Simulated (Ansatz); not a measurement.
**BClH₆Si₂: small, medium and large basis sets**

The task here is to estimate one member of a computed series from the others.

Computed with Ansatz 0.2.0, Gaussian basis. Level: one geometry, several basis sets.

Plan: PBE0-D4/def2-SVP; ωB97M-V/def2-SVP; PBE0-D4/def2-QZVPP; ωB97M-V/def2-QZVPP; the functionals' def2-TZVPP values are taken from earlier runs.

## The relaxed structure

An earlier PBE0-D4 in a triple-zeta def2 set relaxation fixed the geometry.

SMILES `[SiH3]B[SiH2]Cl`, 10 atoms, charge 0, spin multiplicity 1.

Atoms are counted from 1 here; the program's logs count them from 0.

Bond lengths: Si1–B2 2.010 Å, Si1–H5 1.489 Å, Si1–H6 1.488 Å, Si1–H7 1.493 Å, B2–Si3 1.996 Å, B2–H8 1.195 Å, Si3–Cl4 2.064 Å, Si3–H9 1.488 Å, Si3–H10 1.490 Å. Angles: B2–Si1–H5 111.5°, B2–Si1–H6 114.1°, B2–Si1–H7 105.9°, H5–Si1–H6 108.7°, H5–Si1–H7 108.3°, H6–Si1–H7 108.1°, Si1–B2–Si3 120.2°, Si1–B2–H8 118.0°, Si3–B2–H8 121.8°, B2–Si3–Cl4 115.2°, B2–Si3–H9 110.2°, B2–Si3–H10 108.1°, Cl4–Si3–H9 107.3°, Cl4–Si3–H10 107.6°, H9–Si3–H10 108.1°.

Set-up of the first run:

The input, in.yaml:

```yaml
crystal:
  periodic: [false, false, false]
  atoms:
    - {symbol: Si, position_ang: [-1.587774, 0.528372, -0.600581]}
    - {symbol: B, position_ang: [-0.021291, -0.712396, -0.387277]}
    - {symbol: Si, position_ang: [1.515596, -0.198853, 0.777937]}
    - {symbol: Cl, position_ang: [3.129873, -1.484235, 0.723305]}
    - {symbol: H, position_ang: [-2.881124, -0.201485, -0.492226]}
    - {symbol: H, position_ang: [-1.598461, 1.664769, 0.359806]}
    - {symbol: H, position_ang: [-1.479563, 1.088616, -1.980775]}
    - {symbol: H, position_ang: [-0.037030, -1.744465, -0.989818]}
    - {symbol: H, position_ang: [2.012840, 1.153511, 0.407133]}
    - {symbol: H, position_ang: [1.030134, -0.144934, 2.185298]}
basis:
  gaussian: {orbitals: def2-SVP}
hamiltonian: {xc: pbe0, dispersion: d4}
output: {orbitals: {seedname: orbitals}}
```

Command:

```sh
$ ansatz run in.yaml --threads 2 --pin off --events-out ev --progress --plain --max-ram 4352MiB
```

Among the steps run: PBE0-D4 in def2-SVP; ωB97M-V in def2-SVP; PBE0-D4 in def2-QZVPP; ωB97M-V in def2-QZVPP.

One of the session's tables, all rows but one given; the rest of the session is left out.

It belongs to the step «Functionals by basis». 

```
functional       basis  HOMO (eV)  LUMO (eV)
   PBE0-D4    def2-SVP      -7.99      -3.11
   PBE0-D4  def2-TZVPP      -8.02      -3.12
   PBE0-D4  def2-QZVPP      -8.03      -3.14
   ωB97M-V    def2-SVP     -10.05      -1.06
   ωB97M-V  def2-TZVPP          ?          ?
   ωB97M-V  def2-QZVPP     -10.13      -1.16
```

Estimate the missing values for ωB97M-V, def2-TZVPP.

As computed: HOMO (eV): -10.11; LUMO (eV): -1.14. In the column «HOMO (eV)» it lies between ωB97M-V, def2-QZVPP (-10.13) and ωB97M-V, def2-SVP (-10.05).
